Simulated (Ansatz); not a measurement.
**CH3BClO radical: up Jacob's ladder to CCSD(T)**

One table from this session's results is given with a row withheld; the runs are named, their logs left out.

Computed with Ansatz 0.2.0, Gaussian basis. Level: functionals in def2-TZVPP, the program's frozen cores in correlated methods.

Levels to be run: LDA (SPW92), PBE-D4, revPBE-D4, BLYP-D4, r2SCAN-D4, B97M-V, PBE0-D4, B3LYP-D4, r2SCANh-D4, r2SCAN0-D4, HSE06-D4, BHLYP-D4, CAM-B3LYP-D4, LC-ωPBE, ωB97X-V, ωB97M-V, B2PLYP, PBE-QIDH; CCSD(T)/def2-SVP; CCSD(T)/def2-TZVPP; CCSD(T)/def2-QZVPP; extrapolation to the limit; RPA on PBE.

### The relaxed structure

The geometry comes from an earlier relaxation with PBE0-D4 in a triple-zeta def2 set; it is a stationary point, not always the lowest conformer.

SMILES `CO[B]Cl`, 7 atoms, charge 0, spin multiplicity 2.

Atoms are counted from 1 here; the program's logs count them from 0.

Bond lengths: C1–O2 1.426 Å, C1–H5 1.091 Å, C1–H6 1.090 Å, C1–H7 1.090 Å, O2–B3 1.318 Å, B3–Cl4 1.759 Å. Angles: O2–C1–H5 111.1°, O2–C1–H6 108.1°, O2–C1–H7 108.1°, H5–C1–H6 110.0°, H5–C1–H7 110.0°, H6–C1–H7 109.4°, C1–O2–B3 126.7°, O2–B3–Cl4 126.3°.

Set-up of the first run:

Contents of in.yaml:

```yaml
crystal:
  periodic: [false, false, false]
  atoms:
    - {symbol: C, position_ang: [0.185717, 0.782851, 0.005567]}
    - {symbol: O, position_ang: [-0.539619, -0.141154, -0.803312]}
    - {symbol: B, position_ang: [-0.677138, -1.435006, -0.591746]}
    - {symbol: Cl, position_ang: [0.001988, -2.349802, 0.748194]}
    - {symbol: H, position_ang: [0.635756, 0.283873, 0.864909]}
    - {symbol: H, position_ang: [-0.506887, 1.554392, 0.341964]}
    - {symbol: H, position_ang: [0.961382, 1.236744, -0.611276]}
basis:
  gaussian: {orbitals: def2-TZVPP}
magnetization: {spin_polarized: true, initial_magnetization: 1}
hamiltonian: {xc: lda}
output: {orbitals: {seedname: orbitals}}
```

The run is started by

```sh
ansatz run in.yaml --threads 2 --pin off --events-out ev --progress --plain --max-ram 32768MiB --backend cpu
```

Among the steps run: LDA; PBE-D4 (GGA); revPBE-D4 (GGA); BLYP-D4 (GGA); r2SCAN-D4 (meta-GGA); B97M-V (meta-GGA); PBE0-D4 (hybrid); B3LYP-D4 (hybrid); r2SCANh-D4 (hybrid); r2SCAN0-D4 (hybrid); HSE06-D4 (hybrid); BHLYP-D4 (hybrid); CAM-B3LYP-D4 (range-separated); LC-ωPBE (range-separated); ωB97X-V (range-separated); ωB97M-V (range-separated); B2PLYP (double hybrid); PBE-QIDH (double hybrid).

One table of the session follows, with a row left open; its other results are not shown here.

It belongs to the step «Frontier levels by functional». 

| functional | HOMO (eV) | LUMO (eV) | gap (eV) |
| --- | --- | --- | --- |
| LDA (SPW92) | -4.68 | -2.97 | 1.72 |
| PBE-D4 | -4.74 | -2.45 | 2.29 |
| revPBE-D4 | -4.72 | -2.29 | 2.43 |
| BLYP-D4 | ? | ? | ? |
| r2SCAN-D4 | -5.15 | -1.79 | 3.35 |
| B97M-V | -4.80 | -2.67 | 2.12 |
| PBE0-D4 | -6.03 | -1.43 | 4.60 |
| B3LYP-D4 | -5.72 | -1.93 | 3.79 |
| r2SCANh-D4 | -5.61 | -1.50 | 4.12 |
| r2SCAN0-D4 | -6.32 | -1.07 | 5.25 |
| HSE06-D4 | -5.63 | -1.81 | 3.82 |
| BHLYP-D4 | -7.15 | -0.70 | 6.45 |
| CAM-B3LYP-D4 | -7.30 | -0.66 | 6.64 |
| LC-ωPBE | -8.79 | 0.92 | 9.70 |
| ωB97X-V | -8.24 | 0.25 | 8.49 |
| ωB97M-V | -7.85 | 0.05 | 7.90 |

Estimate the missing values for BLYP-D4.

Worked estimate for «HOMO (eV)». Against the share of exact exchange, B3LYP-D4 (0.2, -5.72), BHLYP-D4 (0.5, -7.15) give a slope of -4.77 per unit share; at 0 the line stands at -4.77.

As computed: HOMO (eV): -4.53; LUMO (eV): -2.56; gap (eV): 1.97. In «HOMO (eV)» the line misses by -0.24.
